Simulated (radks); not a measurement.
**Ionisation of Er: one atom, several choices of exchange strength α**

The task here is to estimate one member of a computed series from the others.

The numbers are computed with radks (a radial shooting solver on a logarithmic mesh, Libxc functionals) version 1 (scalar-relativistic Kohn-Sham, spin-polarised, spherical densities, point nucleus; open shells are filled with parallel spins first), except any that are marked as measured or tabulated.

### The atom as given

```
element       : erbium (Z = 68)
charge        : 0
electrons     : 68
configuration : [Xe] 4f12 6s2
ion           : Er⁺, [Xe] 4f12 6s1
choices       : α = 0.667; α = 0.715; α = 0.821; α = 0.844; α = 0.889; α = 0.932
```

Outer shells as boxes (Hund's rule):

Er
```
[Xe] core
4f [↑↓][↑↓][↑↓][↑↓][↑↓][↑ ][↑ ]
6s [↑↓]
```

Er⁺
```
[Xe] core
4f [↑↓][↑↓][↑↓][↑↓][↑↓][↑ ][↑ ]
6s [↑ ]
```

Set-up of the first run:

Settings of this run:

```text
Z 68
configuration [Xe] 4f12 6s2
relativity scalar-relativistic
functional xalpha 0.667
spin polarised
nucleus point
c 137.035999084
```

Among the steps run: α = 0.667: Er.

One table of the session follows, with a row left open; its other results are not shown here.

It belongs to the step «α = 0.667: Er». From the orbitals of this run (lengths in bohr):

```
  level     <r>  outermost maximum (interpolated)  90 % within  nodes
  5s up   1.251                              1.11         1.81      4
5s down   1.256                              1.11         1.82      4
  5p up   1.496                              1.27         2.22      3
5p down   1.508                              1.28         2.24      3
  6s up       ?                                 ?            ?      ?
6s down   4.094                              3.37         6.16      5
  4f up  0.8258                             0.508         1.45      0
4f down  0.8538                             0.509         1.51      0
```

Estimate the missing values for 6s up.

**Answer.** <r>: 4.056; outermost maximum (interpolated): 3.34; 90 % within: 6.10; nodes: 5. In the column «<r>» it lies between 5p down (1.508) and 6s down (4.094).

To keep in mind: Open shells are spherical and high-spin; term and fine-structure splittings are not resolved.
